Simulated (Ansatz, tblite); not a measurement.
**Al9P9 wurtzite hole sphere (Al9P9H24): a ladder of methods and basis sets**

How do method and basis change the picture of Al9P9 wurtzite hole sphere (Al9P9H24) (singlet)?

The runs use Ansatz 0.2.0, Gaussian basis; as each input shows.

Levels to be run: GFN1-xTB, GFN2-xTB, PBE-D4/def2-TZVP, r2SCAN-D4/def2-TZVP, PBE-D4/def2-SVP, PBE0-D4/def2-SVP.

1 further run of the same task is left out (set aside as unsound or not needed). Runs told in other sessions of the task aren't counted.

## Step 1: The geometry

The geometry is that of the singlet, from an earlier relaxation (PBE-D4/def2-SVP).

42 atoms, charge 0, spin multiplicity 1.

Bond lengths: Al1–P2 2.476 Å, Al1–P3 2.421 Å, Al1–H19 1.603 Å, Al1–H20 1.603 Å, P2–Al5 2.415 Å, P2–H21 1.431 Å, P2–H22 1.431 Å, P3–Al4 2.390 Å, P3–Al11 2.390 Å, P3–H23 1.434 Å, Al4–P6 2.428 Å, Al4–P7 2.390 Å, Al4–H24 1.597 Å, Al5–P6 2.396 Å, Al5–P12 2.396 Å, Al5–H25 1.596 Å, P6–Al9 2.396 Å, P6–H26 1.433 Å and more. Angles: P2–Al1–P3 95.6°, P2–Al1–H19 105.6°, P2–Al1–H20 105.6°, P3–Al1–H19 110.9°, P3–Al1–H20 110.9°, H19–Al1–H20 124.1°, Al1–P2–Al5 123.2°, Al1–P2–H21 110.3°, Al1–P2–H22 110.3°, Al5–P2–H21 105.9°, Al5–P2–H22 106.0°, H21–P2–H22 98.0°, Al1–P3–Al4 112.7°, Al1–P3–Al11 112.6°, Al1–P3–H23 105.2°, Al4–P3–Al11 116.7°, Al4–P3–H23 104.1°, Al11–P3–H23 104.1° and more.

PBE0-D4/def2-TZVP was run before; its log isn't repeated, and its numbers join the tables.

## Step 2: GFN1-xTB

Tight binding, by tblite at 300 K electronic temperature and without a spin-polarisation term:

```python
tblite.interface.Calculator('GFN1-xTB', numbers, positions, charge=0, uhf=0).singlepoint()
```

Energy -1324.8200 eV, HOMO -10.32 eV, LUMO -6.30 eV; 0.27 s.

## Step 3: GFN2-xTB

Tight binding, by tblite at 300 K electronic temperature and without a spin-polarisation term:

```python
tblite.interface.Calculator('GFN2-xTB', numbers, positions, charge=0, uhf=0).singlepoint()
```

Energy -1219.4590 eV, HOMO -10.41 eV, LUMO -7.46 eV; 0.26 s.

## Step 4: PBE-D4/def2-TZVP

start.molden holds the orbitals of an earlier run on this state, given as this run's starting guess.

in.yaml reads:

```yaml
crystal:
  periodic: [false, false, false]
  atoms:
    - {symbol: Al, position_ang: [0.000836, -4.616833, -1.419686]}
    - {symbol: P, position_ang: [-0.004171, -4.378872, 1.044664]}
    - {symbol: P, position_ang: [-0.000588, -2.241054, -1.884418]}
    - {symbol: Al, position_ang: [-2.034935, -1.175024, -1.223113]}
    - {symbol: Al, position_ang: [-0.000921, -2.240650, 2.167556]}
    - {symbol: P, position_ang: [-1.847968, -1.064917, 1.194690]}
    - {symbol: P, position_ang: [-1.939713, 1.119171, -1.886496]}
    - {symbol: Al, position_ang: [-3.997822, 2.306834, -1.424112]}
    - {symbol: Al, position_ang: [-1.940906, 1.123671, 2.165197]}
    - {symbol: P, position_ang: [-3.791316, 2.193153, 1.040415]}
    - {symbol: Al, position_ang: [2.034327, -1.176012, -1.223477]}
    - {symbol: P, position_ang: [1.847215, -1.066900, 1.194378]}
    - {symbol: P, position_ang: [1.940150, 1.118342, -1.886692]}
    - {symbol: Al, position_ang: [0.000558, 2.348788, -1.226027]}
    - {symbol: Al, position_ang: [1.942336, 1.121560, 2.164982]}
    - {symbol: P, position_ang: [0.001208, 2.134439, 1.192055]}
    - {symbol: Al, position_ang: [3.997227, 2.307839, -1.424408]}
    - {symbol: P, position_ang: [3.795017, 2.187023, 1.040137]}
    - {symbol: H, position_ang: [-1.412775, -5.273149, -1.792947]}
    - {symbol: H, position_ang: [1.418051, -5.269218, -1.786235]}
    - {symbol: H, position_ang: [-1.088071, -5.119827, 1.613318]}
    - {symbol: H, position_ang: [1.072076, -5.127184, 1.618172]}
    - {symbol: H, position_ang: [-0.000804, -2.138870, -3.314869]}
    - {symbol: H, position_ang: [-3.365513, -1.943540, -1.657496]}
    - {symbol: H, position_ang: [-0.000546, -2.343577, 3.760655]}
    - {symbol: H, position_ang: [-3.006310, -1.732670, 1.710836]}
    - {symbol: H, position_ang: [-1.850551, 1.066491, -3.316852]}
    - {symbol: H, position_ang: [-5.271545, 1.406264, -1.791628]}
    - {symbol: H, position_ang: [-3.858200, 3.859055, -1.797635]}
    - {symbol: H, position_ang: [-2.030689, 1.176715, 3.758208]}
    - {symbol: H, position_ang: [-4.977150, 1.633686, 1.613131]}
    - {symbol: H, position_ang: [-3.893423, 3.502348, 1.608558]}
    - {symbol: H, position_ang: [3.364667, -1.944784, -1.658116]}
    - {symbol: H, position_ang: [3.005097, -1.735551, 1.710396]}
    - {symbol: H, position_ang: [1.850965, 1.065642, -3.317046]}
    - {symbol: H, position_ang: [0.000691, 3.884866, -1.662130]}
    - {symbol: H, position_ang: [2.032108, 1.174765, 3.757991]}
    - {symbol: H, position_ang: [0.001884, 3.471963, 1.706920]}
    - {symbol: H, position_ang: [5.272167, 1.411346, -1.797506]}
    - {symbol: H, position_ang: [3.853436, 3.861028, -1.792416]}
    - {symbol: H, position_ang: [4.979089, 1.619764, 1.608826]}
    - {symbol: H, position_ang: [3.904815, 3.493869, 1.612228]}
basis:
  gaussian: {orbitals: def2-TZVP, fitting: {mean_field: def2-universal-jkfit}, initial_orbitals: start.molden}
hamiltonian: {xc: pbe, dispersion: d4}
scf: {omitted_lower_state_checks: [starts]}
output: {forces: true, orbitals: {seedname: orbitals}}
```

On the command line:

```console
> ansatz run in.yaml --threads 2 --pin off --events-out ev --progress --plain --max-ram 32768MiB --backend cuda --devices 0, --max-vram 18GiB
```

After this run come: r2SCAN-D4/def2-TZVP; PBE-D4/def2-SVP; PBE0-D4/def2-SVP.

Before running them: what should the planned runs give, taken together? Wanted: gap in def2-TZVP, named functionals, smallest and largest; binding an atom, functionals in def2-TZVP; PBE0 total energy, smallest basis above largest.

As calculated:

| quantity | value |
| --- | --- |
| gap in def2-TZVP, named functionals, smallest and largest | 3.85 eV (PBE-D4), 5.60 eV (PBE0-D4) |
| binding an atom, functionals in def2-TZVP | 2.95 (PBE0-D4) to 2.97 eV (r2SCAN-D4) |
| PBE0 total energy, smallest basis above largest | 48.47 eV (def2-SVP, def2-TZVP) |

**Reading.** Over the named functionals in def2-TZVP the gap runs from 3.85 eV (PBE-D4) to 5.60 eV (PBE0-D4); exact exchange widens it.
